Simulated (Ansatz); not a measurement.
NaLaMnMoO6:

```
CELL_PARAMETERS angstrom
4.72242 -2.73688 0.00204
4.72242 2.73688 0.00204
-3.17796 0.00000 4.47000
ATOMIC_POSITIONS crystal
Na 0.25021 0.25021 0.74459
La 0.75117 0.75117 0.25707
Mn 0.49918 0.49918 0.49917
Mo 0.00110 0.00110 0.00114
O 0.28503 0.78106 0.28520
O 0.78106 0.28503 0.28520
O 0.25187 0.25187 0.18775
O 0.74777 0.74777 0.81124
O 0.21883 0.71407 0.71525
O 0.71407 0.21883 0.71525
```

The cell was built by a generator and needn't be a form met in nature.

```yaml
Program: Ansatz 0.2.0
Task: relaxation of cell and atoms
Functional: PBE
Dispersion: D4
Potentials_or_basis: Ansatz PAW
Cutoff: "420 eV (not typed: the program's choice for these potentials)"
k_mesh: 5 × 5 × 5
Occupations: fermi-dirac, width 0.05 eV
Spin: collinear spin, ferromagnetic start
Starting_moments: "[0.0, 0.0, 4.0, 1.0, 0.0, 0.0, 0.0, 0.0, 0.0, 0.0] μB"
```

At the start: volume 11.56 Å³/atom.

Q: Where does the relaxation end?

A: It ends after 11 steps and the volume is 11.46 Å³/atom (-0.9 %); space group Cm (No. 8, to 0.05 Å); moment 2.52 μB per cell.

Step by step:
| step | energy change (eV) | largest force (eV/Å) | volume (Å³) |
| --- | --- | --- | --- |
| 1 | 0.0000 | 0.2413 | 115.58 |
| 2 | -0.0225 | 0.1211 | 114.15 |
| 3 | -0.0256 | 0.0730 | 114.06 |
| 4 | -0.0263 | 0.0582 | 114.59 |
| 5 | -0.0263 | 0.0574 | 114.59 |
| 6 | -0.0267 | 0.0248 | 114.57 |
| 7 | -0.0267 | 0.0162 | 114.60 |
| 8 | -0.0266 | 0.0092 | 114.63 |
| 9 | -0.0231 | 0.0092 | 114.63 |
| 10 | -0.0233 | 0.0019 | 114.59 |
| 11 | -0.0231 | 0.0020 | 114.59 |

Final structure:
```xyz
10
Lattice="4.7053 -2.7319 -0.0072 4.7053 2.7319 -0.0072 -3.1751 0.0000 4.4620" Properties=species:S:1:pos:R:3 pbc="T T T"
Na   -0.0032    0.0000    3.3110
La    6.2498    0.0000    1.1424
Mn    3.1120    0.0000    2.2215
Mo    0.0075    0.0000    0.0066
O     4.1459    1.3638    1.2792
O     4.1459   -1.3638    1.2792
O     1.7970    0.0000    0.7879
O     4.4417    0.0000    3.6460
O     2.0797    1.3573    3.1747
O     2.0797   -1.3573    3.1747
```

Caveat: the plane-wave basis is chosen anew once the cell has moved, so the energies of steps on either side of that aren't comparable; the pressure holds a Pulay correction of +0.6 GPa for the finite cutoff; a cell with one magnetic atom can't hold antiferromagnetic order, which such compounds often take; pairwise dispersion overbinds metals, which lowers pressure and volume; the starting moments weren't kept.
